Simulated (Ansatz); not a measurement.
# AlSn: strong compression

An exercise on one series of results from a longer session: the logs are not shown, and one member is left open.

Program: Ansatz 0.2.0. Level of theory: DFT, PBEsol, PAW with Ansatz's default frozen-core files, scalar-relativistic. These are calculated values, not measurements.

**The system as given**

Symmetry: P-6m2, No. 187, hexagonal system. Conventional cell: a = 4.198 Å, b = 4.198 Å, c = 3.307 Å, α = 90.00°, β = 90.00°, γ = 120.00°. Al (site symmetry -6m2) is surrounded by 6 Sn at 2.93 Å and 2 Al at 3.31 Å. Sn (site symmetry -6m2) has 6 Al at 2.93 Å and 2 Sn at 3.31 Å as nearest neighbours.

Coordinates:

```cif
data_structure
_symmetry_space_group_name_H-M 'P-6m2'
_symmetry_Int_Tables_number 187
_cell_length_a 4.1981
_cell_length_b 4.1981
_cell_length_c 3.3068
_cell_angle_alpha 90.000
_cell_angle_beta 90.000
_cell_angle_gamma 120.000
_cell_volume 50.47
loop_
_atom_site_label
_atom_site_type_symbol
_atom_site_symmetry_multiplicity
_atom_site_Wyckoff_symbol
_atom_site_fract_x
_atom_site_fract_y
_atom_site_fract_z
_atom_site_occupancy
Al1 Al 1 a 0.00000 0.00000 0.00000 1
Sn1 Sn 1 d 0.33333 0.66667 0.50000 1
```

The file gives the conventional cell by its symmetry; the runs use the cell typed in the input.

Whether this phase is the stable one at these pressures isn't tested.

Atoms are numbered in the order of the input: Al1, Sn2.

The first run:

Input file input.yaml:

```yaml
crystal:
  lattice:
    - [4.1981056157, 0.0, 0.0]
    - [-2.0990528078, 3.6356661109, 0.0]
    - [0.0, 0.0, 3.306847]
  atoms:
    - { symbol: Al, position: [0.0, 0.0, 0.0] }
    - { symbol: Sn, position: [0.3333333333, 0.6666666667, 0.5] }
kpoints:
  mp_grid: { grid: [10, 10, 11] }
  band_path:
    path:
      - [0.0, 0.0, 0.0]
      - [0.5, 0.0, 0.0]
      - [0.3333333333, 0.3333333333, 0.0]
      - [0.0, 0.0, 0.0]
      - [0.0, 0.0, 0.5]
      - [0.5, 0.0, 0.5]
      - [0.3333333333, 0.3333333333, 0.5]
      - [0.0, 0.0, 0.5]
      - [0.5, 0.0, 0.5]
    npoints: 6
scf:
  occupations: { method: fermi_dirac, width: 0.05 }
hamiltonian:
  xc: pbesol
  pseudopotentials: { kind: paw }
output:
  forces: true
  stress: true
  eigenvalues: true
  efg: { contact_densities: true }
  populations: true
```

Started as:

```bash
$ ansatz run input.yaml --threads 1 --pin off --max-ram 2048MiB --backend cpu --events-out ev --progress --plain --runs-dir out
```

Steps of the session up to this table: Volume scaled by 1, PAW; Volume scaled by 0.8, PAW; Volume scaled by 0.75, PAW; Volume scaled by 0.65, PAW.

One table of the session follows, with a row left open; its other results are not shown here.

```
method  volume over the first  volume (Å³/atom)  pressure (GPa)
   PAW                      1            25.236           -2.01
   PAW                    0.8                 ?               ?
   PAW                   0.75            18.927           24.28
   PAW                   0.65            16.403           52.09
```

**Question.** Estimate the row for PAW, 0.8.

As computed: volume (Å³/atom): 20.189; pressure (GPa): 15.57. In the column «volume (Å³/atom)» it lies between PAW, 0.75 (18.927) and PAW, 1 (25.236).

Limits of these values: Warnings in the runs' records: gradients without spin orbit.
